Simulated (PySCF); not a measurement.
# C5F8: the cost of one run

Method: levels as typed in each script, gas phase, geometry from GFN2-xTB; program: PySCF 2.14.0.

## 1. Starting geometry

13 atoms, charge 0, spin multiplicity 1.

Bond lengths: F1–C2 1.317 Å, C2–C3 1.334 Å, C2–C11 1.516 Å, C3–F4 1.317 Å, C3–C5 1.516 Å, C5–F6 1.340 Å, C5–F7 1.350 Å, C5–C8 1.565 Å, C8–F9 1.334 Å, C8–F10 1.345 Å, C8–C11 1.564 Å, C11–F12 1.340 Å, C11–F13 1.350 Å. Angles: F1–C2–C3 127.6°, F1–C2–C11 120.3°, C3–C2–C11 112.0°, C2–C3–F4 127.6°, C2–C3–C5 112.0°, F4–C3–C5 120.3°, C3–C5–F6 113.5°, C3–C5–F7 111.7°, C3–C5–C8 102.6°, F6–C5–F7 106.8°, F6–C5–C8 112.1°, F7–C5–C8 110.2°, C5–C8–F9 113.1°, C5–C8–F10 109.2°, C5–C8–C11 104.4°, F9–C8–F10 107.7°, F9–C8–C11 113.2°, F10–C8–C11 109.1° and more.

Coordinates:

```tsv
atom	x (Å)	y (Å)	z (Å)
F1	1.4684	2.2691	0.1275
C2	0.6654	1.2293	0.0368
C3	-0.6683	1.2279	0.0370
F4	-1.4735	2.2659	0.1279
C5	-1.2358	-0.1704	-0.1118
F6	-2.2644	-0.4192	0.7098
F7	-1.6755	-0.3991	-1.3672
C8	0.0013	-1.0753	0.2020
F9	0.0022	-2.2186	-0.4852
F10	0.0030	-1.3841	1.5113
C11	1.2359	-0.1677	-0.1122
F12	2.2652	-0.4143	0.7092
F13	1.6757	-0.3955	-1.3677
```

## 2. Localised orbitals (BLYP/6-31+g*)

input.py reads:

```python
import numpy as np
from pyscf import gto, scf, dft, lo
from pyscf.data.elements import chemcore

def solve(mol, dm0=None, hcore=None):
    mf = (dft.UKS if mol.spin else dft.RKS)(mol, xc='blyp')
    mf.grids.level = 3
    mf = mf.density_fit(auxbasis='def2-universal-jkfit')
    mf.conv_tol, mf.max_cycle = 1e-8, 80
    if hcore is not None:
        mf.get_hcore = lambda *args: hcore
    mf.kernel(dm0)
    if not mf.converged:
        mf = mf.newton().run(mf.mo_coeff, mf.mo_occ, max_cycle=30)
    assert mf.converged, 'SCF not converged'
    return mf

mol = gto.M(atom='''
F      1.46838     2.26910     0.12745
C      0.66540     1.22929     0.03683
C     -0.66833     1.22786     0.03702
F     -1.47352     2.26593     0.12787
C     -1.23585    -0.17038    -0.11183
F     -2.26443    -0.41919     0.70984
F     -1.67549    -0.39913    -1.36722
C      0.00131    -1.07531     0.20199
F      0.00222    -2.21862    -0.48523
F      0.00304    -1.38406     1.51126
C      1.23588    -0.16773    -0.11219
F      2.26523    -0.41432     0.70918
F      1.67565    -0.39552    -1.36771
''', basis='6-31+g*', charge=0, spin=0, verbose=4)
mf = solve(mol)
occ_all = mf.mo_coeff[:, mf.mo_occ > 0]
occ = occ_all[:, chemcore(mol):]
pm = lo.PM(mol, occ, pop_method='meta_lowdin')
loc = pm.kernel()
for _ in range(5):
    new, stable = pm.stability_jacobi(return_status=True)
    if stable:
        break
    loc = pm.kernel(new)
fock, s = mf.get_fock(), mf.get_ovlp()
ortho = lo.orth_ao(mol, 'meta_lowdin')
labels = mol.ao_labels(fmt=None)
vir = loc[:, :0]
both = np.hstack([loc, vir])
p = (ortho.T @ s @ both) ** 2
pop = np.array([p[[l[0] == a for l in labels]].sum(0) for a in range(mol.natm)])
spd = np.array([[p[[l[0] == a and l[2][-1] == k for l in labels]].sum(0) for k in 'spd'] for a in range(mol.natm)])
eps = np.einsum('pi,pq,qi->i', both, fock, both)
for i in np.argsort(eps):
    top = np.argsort(-pop[:, i])[:3]
    print('%3d %s %9.4f Eh ' % (i + 1, 'occ' if i < loc.shape[1] else 'vir', eps[i]), '  '.join('%s%d %.3f' % (mol.atom_symbol(a), a + 1, pop[a, i]) for a in top))
np.savez('result.npz', c=both, nocc=loc.shape[1], pop=pop, spd=spd, eps=eps, e=mf.e_tot)
```

On the command line:

```console
$ OMP_NUM_THREADS=1 python input.py
```

Q: Estimate wall time and peak memory on 1 thread of Intel Xeon Platinum 8259CL at 2.50GHz (Skylake/Cascade Lake), shared host.

About 77 s, with a peak of 0.82 GiB.
